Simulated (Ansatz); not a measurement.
# CH3ClIIn: the cost of one run

Computed with Ansatz 0.2.0, Gaussian basis. Level: the settings change from run to run.

### Step 1. The relaxed structure

The geometry comes from an earlier relaxation with PBE0-D4 in a triple-zeta def2 set; it is a stationary point, not always the lowest conformer. In, I take a core potential in def2 sets; no spin-orbit term is included.

SMILES `[CH3][In]([Cl])[I]`, 7 atoms, charge 0, spin multiplicity 1.

Atoms are counted from 1 here; the program's logs count them from 0.

Bond lengths: C1–In2 2.131 Å, C1–H5 1.090 Å, C1–H6 1.090 Å, C1–H7 1.089 Å, In2–Cl3 2.331 Å, In2–I4 2.651 Å. Angles: In2–C1–H5 108.9°, In2–C1–H6 108.9°, In2–C1–H7 109.3°, H5–C1–H6 109.1°, H5–C1–H7 110.3°, H6–C1–H7 110.3°, C1–In2–Cl3 121.3°, C1–In2–I4 126.0°, Cl3–In2–I4 112.6°.

### Step 2. wB97X-V/ANO-RCC-VTZP

Options: finite nuclei.

in.yaml reads:

```yaml
crystal:
  periodic: [false, false, false]
  atoms:
    - {symbol: C, position_ang: [-0.310726, 1.034291, 0.416142]}
    - {symbol: In, position_ang: [0.305078, -0.858281, -0.346223]}
    - {symbol: Cl, position_ang: [2.560956, -1.390139, -0.590229]}
    - {symbol: I, position_ang: [-1.296106, -2.828549, -1.107587]}
    - {symbol: H, position_ang: [-0.932088, 1.529920, -0.329332]}
    - {symbol: H, position_ang: [-0.896164, 0.876267, 1.321584]}
    - {symbol: H, position_ang: [0.569059, 1.636491, 0.635644]}
basis:
  gaussian: {orbitals: ANO-RCC-VTZP, nuclear_model: gaussian}
hamiltonian: {xc: {name: wB97X-V}}
output: {forces: true}
```

Command:

```console
$ ansatz run in.yaml --threads 4 --pin off --events-out ev --progress --plain --max-ram 10444MiB
```

What time and memory should one allow on 4 threads of Arm Neoverse V1, shared host?

About 51 s, with a peak of 1.4 GiB.
